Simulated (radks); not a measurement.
**Valence configurations of Eu³⁺**

One table from this session's results is given with a row withheld; the runs are named, their logs left out.

Program: radks (a radial shooting solver on a logarithmic mesh, Libxc functionals) version 1. Level of theory: non-relativistic Kohn-Sham, BLYP, spin-polarised, spherical densities, point nucleus; open shells are filled with parallel spins first. These are calculated values, not measurements, unless marked.

## The system

| Quantity | Value |
| --- | --- |
| element | europium (Z = 63) |
| charge | +3 |
| electrons | 60 |
| configuration | [Xe] 4f6 |
| others tried | 4f5 6p1; 4f4.5 6p1.5; 4f4 6p2; 4f5 6s1; 4f4 6s2; 4f4 5d1 6p1; 4f4 6s1 6p1; 4f5.5 5d0.5; 4f4.5 5d1 6p0.5 |

The outer shells:

Eu³⁺
```
[Xe] core
4f [↑ ][↑ ][↑ ][↑ ][↑ ][↑ ][  ]
```

Set-up of the first run:

Input:

```text
Z 63
configuration [Xe] 4f6
relativity non-relativistic
functional b88,lyp
spin polarised
nucleus point
```

Among the steps run: [Xe] 4f6.

One table of the session follows, with a row left open; its other results are not shown here.

It belongs to the step «[Xe] 4f6». Radial moments (bohr):

```
  level     <r>  outermost maximum (interpolated)  90 % within  nodes
  4d up  0.6509                             0.573        0.976      1
4d down       ?                                 ?            ?      ?
  5s up   1.423                              1.29         2.04      4
5s down   1.445                              1.30         2.07      4
  5p up   1.580                              1.40         2.29      3
5p down   1.610                              1.42         2.34      3
  4f up  0.8310                             0.572         1.40      0
4f down  0.8621                             0.575         1.47      0
```

Estimate the missing values for 4d down.

As computed: <r>: 0.6524; outermost maximum (interpolated): 0.573; 90 % within: 0.979; nodes: 1. In the column «<r>» it lies between 4d up (0.6509) and 4f up (0.8310).

To keep in mind: Relativity is left out, which favours d and f over s occupation in heavy atoms.
